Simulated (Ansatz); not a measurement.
# Ta3H: the cost of one run

Program: Ansatz 0.2.0. Level of theory: DFT LDA, scalar-relativistic, plane waves, PAW. These are calculated values, not measurements.

4 further runs of the same task are left out: 4 set aside as unsound or not needed. Runs told in other sessions of the task aren't counted.

## Step 1: The structure to begin with

It takes space group Fm-3m (No. 225, cubic). The conventional cell has a = 4.140 Å, b = 4.140 Å, c = 4.140 Å, α = 90.00°, β = 90.00°, γ = 90.00°. Ta (site symmetry m-3m) is surrounded by 12 Ta at 2.93 Å.

Structure file:

```
Ta
1.0
     0.00000    2.06999    2.06999
     2.06999    0.00000    2.06999
     2.06999    2.06999    0.00000
Ta
1
Cartesian
  0.0000 0.0000 0.0000
```

It is the result of an earlier relaxation at this level (volume 17.74 Å³/atom; gap on the mesh: none (metal)).

## Step 2: The grid

Atoms count from 1 in the order of the input.

H is moved along a line over the surface and along the normal, above a rigid substrate.

The axes are (1) position of H4 along the first surface vector, from above Ta3: 6 values from 0.00 to 2.44 Å, periodic; (2) height of H4 above the plane of Ta3: 7 values from 0.93 to 3.77 Å.

Nothing else is relaxed. Points are written as (first, second).

## Step 3: Point (1.46 Å, 0.93 Å)

The cell repeats along c, and a dipole correction in the vacuum removes the field between the copies.

Input file input.yaml:

```yaml
crystal:
  lattice:
    - [2.9274048678, 0.0, 0.0]
    - [-1.4637024339, 2.5352069827, 0.0]
    - [0.0, 0.0, 21.7804321296]
  atoms:
    - { symbol: Ta, position: [0.6666666667, 0.3333333333, 0.1836510853] }
    - { symbol: Ta, position: [0.3333333333, 0.6666666667, 0.293392529] }
    - { symbol: Ta, position: [0.0, 0.0, 0.4031339726] }
    - { symbol: H, position: [0.5, 0.0, 0.44583285], spin: 1.0 }
basis:
  ecutwfc: 420
kpoints:
  mp_grid: { grid: [9, 9, 1] }
hamiltonian:
  xc: lda
  pseudopotentials: { kind: paw, azcp: { folder: soft_1 } }
scf:
  occupations: { method: gaussian, width: 0.1 }
output:
  forces: true
  eigenvalues: true
  populations: true
magnetization:
  spin_polarized: true
efield:
  axis: 3
  dipole_correction: true
  ramp_width: 0.04
```

Command:

```
ansatz run input.yaml --threads 1 --pin off --max-ram 3072MiB --backend cpu --events-out ev --progress --plain --runs-dir out
```

**Question.** How long does this run take on 1 thread of Arm Neoverse V2, shared host, and how much memory does it need?

About 35 s, with a peak of 0.42 GiB.
